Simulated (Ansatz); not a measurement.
Working through energies of removing a hydrogen of FH3SSeSi, SMILES F[SiH](S)[SeH]

Computed with the Python package of Ansatz (0.2.0).

The cells in order, each with its output:

In [1]:
```python
from dataclasses import dataclass

import ansatz as az
```

In [2]:
```python
@dataclass
class Settings:
    basis_set: str = "6-31G*"
    xc: str = "cam_b3lyp"
```

In [3]:
```python
settings = Settings()
```

In [4]:
```python
def total_energy(molecule, charge=0, unpaired=0):
    calc = (
        molecule.calculation()
        .basis(gaussian=settings.basis_set)
        .functional(settings.xc)
    )
    if charge:
        calc = calc.charge(charge)
    if unpaired:
        calc = calc.spin("collinear", total=unpaired)
    return calc.run().report["free_energy_ev"]
```

In [5]:
```python
GEOMETRY = """
F    -2.00180   -0.21850    0.03190
Si   -0.41050    0.15750   -0.15590
S     0.07200    1.87900    1.01280
Se    0.88660   -1.62410    0.54200
H    -0.10730    0.42500   -1.58690
H     1.45180    1.83140    0.62310
H     0.17030   -2.51830   -0.51260
"""
```

In [6]:
```python
def without(molecule, index):
    rest = az.Crystal.molecule()
    for i, site in enumerate(molecule.cartesian_sites):
        if i != index:
            rest = rest.atom(site.symbol, site.position_ang)
    return rest
```

In [7]:
```python
geometry = az.Crystal.molecule()
for line in GEOMETRY.strip().splitlines():
    symbol, *xyz = line.split()
    geometry = geometry.atom(symbol, [float(v) for v in xyz])
```

In [8]:
```python
whole = total_energy(geometry, 0)
hydrogen = total_energy(az.Crystal.molecule().atom("H", (0, 0, 0)), 0, 1)
print(f"E(molecule) = {whole:.5f} eV, E(H) = {hydrogen:.5f} eV")
for index in [4, 5, 6]:
    radical = total_energy(without(geometry, index), 0, 1)
    print(f"H{index}: homolysis {96.485332 * (radical + hydrogen - whole):.1f} kJ/mol")
```
```text
E(molecule) = -86825.18688 eV, E(H) = -13.51936 eV
H4: homolysis 384.0 kJ/mol
H5: homolysis 357.9 kJ/mol
H6: homolysis 329.4 kJ/mol
```

Reading the output:
- Total energies depend on the basis set; only differences at equal settings carry meaning.
- The geometry is a force-field or estimated start, not a minimum of this method, and the basis set is short of its limit. All parts are taken at fixed geometry, without zero-point energy.
- The spin-orbit lowering of heavy atoms is left out.
- The whole script took 44 s on 1 thread of Arm Neoverse V2, on a shared host, peak memory 0.44 GiB.
